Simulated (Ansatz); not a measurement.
# Bi2Te3: the cost of one run

Computed with Ansatz 0.2.0 (DFT PBEsol, scalar-relativistic, unless a step's input says otherwise).

## Step 1: The system as given

The structure is trigonal, space group R-3m (No. 166). The conventional cell has a = 4.386 Å, b = 4.386 Å, c = 30.497 Å, α = 90.00°, β = 90.00°, γ = 120.00°. Bi (site symmetry 3m) is surrounded by 6 Te at 3.07 to 3.25 Å. Around Te (site symmetry -3m) lie 6 Bi at 3.25 Å. Around Te (site symmetry 3m) lie 3 Bi at 3.07 Å.

Coordinates:

```
CELL_PARAMETERS angstrom
2.19300 1.26613 10.16567
-2.19300 1.26613 10.16567
0.00000 -2.53226 10.16567
ATOMIC_POSITIONS crystal
Bi 0.40000 0.40000 0.40000
Bi 0.60000 0.60000 0.60000
Te 0.00000 0.00000 0.00000
Te 0.20950 0.20950 0.20950
Te 0.79050 0.79050 0.79050
```

Atoms are numbered in the order of the input: Bi1, Bi2, Te3, Te4, Te5.

## Step 2: Volume × 0.96, LAPW

File input.yaml:

```yaml
crystal:
  lattice:
    - [2.1633617825, 1.2490175074, 10.0282792391]
    - [-2.1633617825, 1.2490175074, 10.0282792391]
    - [0.0, -2.4980350149, 10.0282792391]
  atoms:
    - { symbol: Bi, position: [0.4, 0.4, 0.4] }
    - { symbol: Bi, position: [0.6, 0.6, 0.6] }
    - { symbol: Te, position: [0.0, 0.0, 0.0] }
    - { symbol: Te, position: [0.2095, 0.2095, 0.2095] }
    - { symbol: Te, position: [0.7905, 0.7905, 0.7905] }
kpoints:
  mp_grid: { grid: [7, 7, 7] }
  band_path:
    path:
      - [0.0, 0.0, 0.0]
      - [0.5, 0.5, 0.5]
      - [0.822991609, 0.177008391, 0.5]
      - [0.5, -0.177008391, 0.177008391]
      - [0.5, 0.0, 0.0]
      - [0.0, 0.0, 0.0]
      - [0.3385041955, -0.3385041955, 0.0]
      - [0.6614958045, 0.0, 0.3385041955]
      - [0.5, 0.0, 0.5]
    npoints: 5
scf:
  occupations: { method: fermi_dirac, width: 0.08 }
hamiltonian:
  xc: pbesol
  pseudopotentials: { kind: all_electron, lapw: { basis_error: 0.001 } }
output:
  forces: true
  stress: true
  eigenvalues: true
```

Started as:

```console
ansatz run input.yaml --threads 2 --pin off --max-ram 8192MiB --backend cpu --events-out ev --progress --plain --runs-dir out
```

**Question.** How long does this run take on 2 threads of Arm Neoverse V1, shared host, and how much memory does it need?

About 98 s, with a peak of 0.9 GiB.
